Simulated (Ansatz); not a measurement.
# O: the cost of one run

Computed with the Python package of Ansatz 0.2.0. The levels of theory stand in the script.

## Step 1: The system

It takes space group P4/mmm (No. 123, tetragonal). The conventional cell has a = 1.776 Å, b = 1.776 Å, c = 3.053 Å, α = 90.00°, β = 90.00°, γ = 90.00°. O (site symmetry 4/mmm) is surrounded by 4 O at 1.78 Å.

The script holds or builds the structure itself.

## Step 2: The script

Input file o_xc.py:

```python
"""Functional comparison for O (totals differ with the potentials too)."""

import ansatz
import pandas as pd

K_LENGTH = 29
FILLING = "Marzari-Vanderbilt"


def main() -> None:
    material = (
        ansatz.Lattice.of((1.775591, 0.0, 0.0), (0.0, 1.775591, 0.0), (0.0, 0.0, 3.053051))
        .atom("O", (0.0, 0.0, 0.0))
    )

    calc = material.calculation()
    calc = calc.kpoints(length=K_LENGTH)
    calc = calc.occupations(FILLING).stress()

    rows = []
    for value in ["r2scan", "pbesol", "lda"]:
        r = calc.functional(value).run().report
        rows.append((value, r["free_energy_ev"] / len(r["lattice"]["sites"]), r["n_iterations"], sum(r["stress_gpa"][i][i] for i in range(3)) / 3, r["n_kpoints"]))

    table = pd.DataFrame(rows, columns=["functional", "F/atom (eV)", "iterations", "P (GPa)", "k-points"])
    print(table.round(5).to_string(index=False))


if __name__ == "__main__":
    main()
```

## Step 3: The calls as engine input

The package turns the script's settings into the engine's input (first run):

```yaml
crystal:
  lattice:
    - [1.775591, 0.0, 0.0]
    - [0.0, 1.775591, 0.0]
    - [0.0, 0.0, 3.053051]
  atoms:
    - { symbol: O, position: [0.0, 0.0, 0.0] }
kpoints:
  mp_grid:
    grid: [16, 16, 9]
hamiltonian:
  xc: r2scan
scf:
  occupations:
    method: cold
output:
  stress: true
```

## Step 4: Launch

Launch:

```bash
$ python o_xc.py
```

What time and memory should one allow on 1 thread of Arm Neoverse V1, shared host?

About 6 s, with a peak of 0.39 GiB.
